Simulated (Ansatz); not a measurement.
# CH3KO: taking an electron away

The task here is to estimate one member of a computed series from the others.

Program: Ansatz 0.2.0, Gaussian basis. Level of theory: unrestricted cation, the program's frozen cores in correlated methods. These are calculated values, not measurements.

The runs, in order: UKS PBE-D4/def2-TZVPP; UKS r2SCAN-D4/def2-TZVPP; UKS PBE0-D4/def2-TZVPP; UKS B3LYP-D4/def2-TZVPP; UKS wB97X-V/def2-TZVPP; UKS wB97M-V/def2-TZVPP; UKS B2PLYP/def2-TZVPP; UHF-CCSD(T)/def2-TZVPP; UHF-MP2/def2-QZVPP; extrapolation to the limit; then −ε(HOMO) from the neutral's earlier runs with LDA (SPW92), PBE-D4, revPBE-D4, BLYP-D4, r2SCAN-D4, B97M-V, PBE0-D4, B3LYP-D4, r2SCANh-D4, r2SCAN0-D4, HSE06-D4, BHLYP-D4, CAM-B3LYP-D4, LC-ωPBE, ωB97X-V, ωB97M-V.

**Structure used throughout**

An earlier PBE0-D4 in a triple-zeta def2 set relaxation fixed the geometry.

SMILES `C[O][K]`, 6 atoms, charge 0, spin multiplicity 1.

Atoms are counted from 1 here; the program's logs count them from 0.

Bond lengths: C1–O2 1.363 Å, C1–H4 1.111 Å, C1–H5 1.111 Å, C1–H6 1.111 Å, O2–K3 2.227 Å. Angles: O2–C1–H4 113.5°, O2–C1–H5 113.5°, O2–C1–H6 113.5°, H4–C1–H5 105.2°, H4–C1–H6 105.2°, H5–C1–H6 105.2°, C1–O2–K3 180.0°.

The first run:

File in.yaml:

```yaml
crystal:
  periodic: [false, false, false]
  atoms:
    - {symbol: C, position_ang: [-0.197779, 0.538674, -0.152861]}
    - {symbol: O, position_ang: [0.264117, -0.701440, 0.175035]}
    - {symbol: K, position_ang: [1.019455, -2.726551, 0.709844]}
    - {symbol: H, position_ang: [-1.210681, 0.754930, 0.249345]}
    - {symbol: H, position_ang: [0.445373, 1.364127, 0.220627]}
    - {symbol: H, position_ang: [-0.278386, 0.706160, -1.248290]}
basis:
  gaussian: {orbitals: def2-TZVPP}
total_charge: 1
magnetization: {spin_polarized: true, initial_magnetization: 1}
hamiltonian: {xc: pbe, dispersion: d4}
```

Among the steps run: Cation, UKS PBE-D4/def2-TZVPP; Cation, UKS r2SCAN-D4/def2-TZVPP; Cation, UKS PBE0-D4/def2-TZVPP; Cation, UKS B3LYP-D4/def2-TZVPP; Cation, UKS wB97X-V/def2-TZVPP; Cation, UKS wB97M-V/def2-TZVPP; Cation, UKS B2PLYP (frozen core)/def2-TZVPP; Cation, UHF-CCSD(T)/def2-TZVPP; Cation, UHF-MP2/def2-QZVPP.

One of the session's tables, all rows but one given; the rest of the session is left out.

It belongs to the step «Ionisation energies side by side». Orbital estimates, from the neutral's runs:

```
  functional  −ε(HOMO) (eV)
 LDA (SPW92)           3.20
      PBE-D4           3.03
   revPBE-D4           2.96
     BLYP-D4           2.97
   r2SCAN-D4           3.21
      B97M-V           3.33
     PBE0-D4           4.41
    B3LYP-D4           4.23
  r2SCANh-D4           3.75
  r2SCAN0-D4           4.58
    HSE06-D4           4.01
    BHLYP-D4              ?
CAM-B3LYP-D4           5.87
     LC-ωPBE           7.13
     ωB97X-V           6.84
     ωB97M-V           6.82
```

Q: Estimate the row for BHLYP-D4 from the others.

Worked estimate for «−ε(HOMO) (eV)». Against the share of exact exchange, BLYP-D4 (0, 2.97), B3LYP-D4 (0.2, 4.23) give a slope of 6.30 per unit share; at 0.5 the line stands at 6.12.

As computed: −ε(HOMO) (eV): 5.82. In «−ε(HOMO) (eV)» the line misses by +0.30.
